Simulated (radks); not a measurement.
# Sr⁺ in [Ar] 3d10 4s2 4p5.5 5s1.5: an all-electron calculation

Aim: the levels, the sizes of the orbitals and the parts of the energy of the strontium ion Sr+.

Method: scalar-relativistic Kohn-Sham, PBE, spin-polarised, spherical densities, point nucleus; open shells are filled with parallel spins first. Code: radks (a radial shooting solver on a logarithmic mesh, Libxc functionals) version 1.

### 1 What is computed

| Property | Result |
| --- | --- |
| element | strontium (Z = 38) |
| charge | +1 |
| electrons | 37 |
| configuration | [Ar] 3d10 4s2 4p5.5 5s1.5 |

### 2 The calculation

Settings of this run:

```text
Z 38
configuration [Ar] 3d10 4s2 4p5.5 5s1.5 4d0 5p0 6s0 4f0
relativity scalar-relativistic
functional pbe,pbe
spin polarised
nucleus point
c 137.035999084
```

**Question.** What will this run give?

**Answer**, as computed:

```
                        quantity                     value
                    total energy       -3178.88445 hartree
exchange-correlation share of it                    3.29 %
                            −T/E                    1.0255
          highest occupied level        5s down, -8.962 eV
    most extended occupied level  5s down, <r> = 3.75 bohr
 radius at density 0.001 e/bohr³                 4.75 bohr
    maxima of the radial density                         3
```

**Reading.** The radial density shows 3 maxima for 5 occupied principal shells; where shells overlap, one shows as a shoulder or not at all. −T/E is 1.025: with relativity the kinetic term as defined here no longer equals −E. This is not the tabulated ground configuration, so its levels and sizes aren't those of the ground state, and no measured value stands beside it.
